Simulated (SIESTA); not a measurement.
Ba2Tl5V3O12:

```
Ba V Tl O
1.0
     8.15421    0.00000    0.00000
    -4.07711    7.06176    0.00000
     0.00000    0.00000    6.92128
Ba V Tl O
2 3 5 12
Cartesian
  0.0000 0.0000 1.6301
  0.0000 0.0000 5.2912
  4.0771 0.0000 0.0000
  -2.0386 3.5309 0.0000
  2.0386 3.5309 0.0000
  4.0771 0.0000 3.4606
  -2.0386 3.5309 3.4606
  2.0386 3.5309 3.4606
  0.0000 4.7079 1.5565
  4.0771 2.3539 5.3648
  1.3636 2.4246 5.6370
  1.2955 7.0304 5.6370
  -2.6592 4.6685 5.6370
  1.4179 2.3932 1.2843
  5.4407 4.6372 1.2843
  5.3726 0.0314 1.2843
  2.7135 4.6372 1.2843
  2.7816 0.0314 1.2843
  6.7363 2.3932 1.2843
  2.6592 4.6685 5.6370
  -1.3636 2.4246 5.6370
  -1.2955 7.0304 5.6370
```

The cell was built by a generator and needn't be a form met in nature.

Base run:

```yaml
Program: SIESTA 5.4.2
Functional: PBE
Potentials_or_basis: PseudoDojo 0.4 standard (PBE files)
Basis: DZP (energy shift 0.003 Ry; two zetas on semicore shells; d shell added on Ba)
Grid_cutoff: 800 Ry
Energy_shift: 0.003 Ry
k_mesh: 4 × 4 × 4
Occupations: fermi-dirac, width 0.05 eV
Spin: collinear spin, ferromagnetic start
Starting_moments: "[0.0, 0.0, 2.0, 2.0, 2.0, 0.0, 0.0, 0.0, 0.0, 0.0, 0.0, 0.0, 0.0, 0.0, 0.0, 0.0, 0.0, 0.0, 0.0, 0.0, 0.0, 0.0] μB"
Hubbard_terms: V d U = 2 eV
```

Its results: band gap on the k mesh none (metal or under the smearing width); pressure 2.0 GPa; net moment 0.00 μB per cell; largest force 0.327 eV/Å.

**Question.** The run is repeated on the same cell with these changes: hubbard terms from V d U = 2 eV to V d U = 6 eV. What comes out?

**Answer.** Band gap on the k mesh none (metal or under the smearing width); pressure 5.4 GPa; net moment 1.04 μB per cell; site moments Ba +0.01; V +1.26; Tl -0.04, -0.02; O -0.22 μB; largest force 1.304 eV/Å.

Caveats: this set's barium file shifts pressures by up to 1 GPa against other sets; the basis of atomic orbitals isn't converged, which shifts pressures, moduli and gaps; forces of over 1 eV/Å show positions far from the minimum, so gaps and moduli don't describe the material at rest (some runs).
